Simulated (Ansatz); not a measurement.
# PmPtP: the cost of one run

Program: Ansatz 0.2.0. Level of theory: DFT PBEsol, scalar-relativistic, plane waves, PAW. These are calculated values, not measurements.

4 further runs of the same task are left out: 3 that didn't finish, 1 set aside as unsound or not needed.

**1. The structure to begin with**

It takes space group P-6m2 (No. 187, hexagonal). The conventional cell has a = 4.158 Å, b = 4.158 Å, c = 4.001 Å, α = 90.00°, β = 90.00°, γ = 120.00°. P (site symmetry -6m2) is surrounded by 3 Pt at 2.40 Å and 6 Pm at 3.13 Å. Pt (site symmetry -6m2) is surrounded by 3 P at 2.40 Å. Pm (site symmetry -6m2) is surrounded by 6 P at 3.13 Å and 6 Pt at 3.13 Å.

Coordinates:

```
P Pt Pm
1.0
     4.15816    0.00000    0.00000
    -2.07908    3.60108    0.00000
     0.00000    0.00000    4.00111
P Pt Pm
1 1 1
Direct
  0.66667 0.33333 0.50000
  0.33333 0.66667 0.50000
  0.00000 0.00000 0.00000
```

The moments start at Pm 4.00 μB.

**2. Full relaxation**

Input file input.yaml:

```yaml
crystal:
  lattice:
    - [4.1581649406, 0.0, 0.0]
    - [-2.0790824703, 3.6010764717, 0.0]
    - [0.0, 0.0, 4.001108506]
  atoms:
    - { symbol: P, position: [0.6666666667, 0.3333333333, 0.5] }
    - { symbol: Pt, position: [0.3333333333, 0.6666666667, 0.5] }
    - { symbol: Pm, position: [0.0, 0.0, 0.0], spin: 4.0 }
basis:
  ecutwfc: 600
  ecutrho_ratio: 5
kpoints:
  mp_grid: { grid: [8, 8, 8] }
hamiltonian:
  xc: pbesol
scf:
  occupations: { method: gaussian, width: 0.05 }
output:
  forces: true
  stress: true
  eigenvalues: true
  populations: true
magnetization:
  spin_polarized: true
relax:
  f_tol: 0.01
  max_steps: 60
  cell: { stress_tol: 0.04 }
```

Run with:

```
$ ansatz run input.yaml --threads 4 --pin off --max-ram 4096MiB --backend cpu --events-out ev --progress --plain --runs-dir out
```

What time and memory should one allow on 4 threads of an Arm CPU, shared host?

About 1.8 min, with a peak of 0.73 GiB.
